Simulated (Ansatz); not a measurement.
**BH₅OSiZn: small, medium and large basis sets**

One table from this session's results is given with a row withheld; the runs are named, their logs left out.

Program: Ansatz 0.2.0, Gaussian basis. Level of theory: one geometry, several basis sets. These are calculated values, not measurements.

Levels to be run: PBE0-D4/def2-SVP; ωB97M-V/def2-SVP; PBE0-D4/def2-QZVPP; ωB97M-V/def2-QZVPP; the functionals' def2-TZVPP values are taken from earlier runs.

### The geometry

All runs share one geometry, relaxed beforehand with PBE0-D4 in a triple-zeta def2 set.

SMILES `OB[SiH2][ZnH]`, 9 atoms, charge 0, spin multiplicity 1.

Atoms are counted from 1 here; the program's logs count them from 0.

Bond lengths: O1–B2 1.354 Å, O1–H5 0.961 Å, B2–Si3 2.015 Å, B2–H6 1.207 Å, Si3–Zn4 2.383 Å, Si3–H7 1.495 Å, Si3–H8 1.494 Å, Zn4–H9 1.559 Å. Angles: B2–O1–H5 113.5°, O1–B2–Si3 119.6°, O1–B2–H6 119.0°, Si3–B2–H6 121.3°, B2–Si3–Zn4 109.4°, B2–Si3–H7 109.7°, B2–Si3–H8 112.4°, Zn4–Si3–H7 108.4°, Zn4–Si3–H8 109.3°, H7–Si3–H8 107.6°, Si3–Zn4–H9 179.6°.

The first run:

Contents of in.yaml:

```yaml
crystal:
  periodic: [false, false, false]
  atoms:
    - {symbol: O, position_ang: [0.470525, 0.963154, -1.891265]}
    - {symbol: B, position_ang: [0.706660, 0.886214, -0.560174]}
    - {symbol: Si, position_ang: [0.393162, -0.852946, 0.407065]}
    - {symbol: Zn, position_ang: [-1.813190, -0.870446, 1.306577]}
    - {symbol: H, position_ang: [0.609294, 1.842293, -2.255008]}
    - {symbol: H, position_ang: [1.044222, 1.881598, 0.033253]}
    - {symbol: H, position_ang: [1.364140, -0.983511, 1.535734]}
    - {symbol: H, position_ang: [0.573457, -2.039877, -0.481909]}
    - {symbol: H, position_ang: [-3.259672, -0.872776, 1.888527]}
basis:
  gaussian: {orbitals: def2-SVP}
hamiltonian: {xc: pbe0, dispersion: d4}
output: {orbitals: {seedname: orbitals}}
```

Command:

```
$ ansatz run in.yaml --threads 4 --pin off --events-out ev --progress --plain --max-ram 10444MiB
```

Steps of the session up to this table: PBE0-D4 in def2-SVP; ωB97M-V in def2-SVP; PBE0-D4 in def2-QZVPP; ωB97M-V in def2-QZVPP.

One table of the session follows, with a row left open; its other results are not shown here.

It belongs to the step «Density functionals: the series». 

| functional | basis | HOMO (eV) |
| --- | --- | --- |
| PBE0-D4 | def2-SVP | -6.77 |
| PBE0-D4 | def2-TZVPP | ? |
| PBE0-D4 | def2-QZVPP | -6.91 |
| ωB97M-V | def2-SVP | -8.71 |
| ωB97M-V | def2-TZVPP | -8.88 |
| ωB97M-V | def2-QZVPP | -8.89 |

Estimate the missing values for PBE0-D4, def2-TZVPP.

**Answer.** HOMO (eV): -6.90. In the column «HOMO (eV)» it lies between PBE0-D4, def2-QZVPP (-6.91) and PBE0-D4, def2-SVP (-6.77).
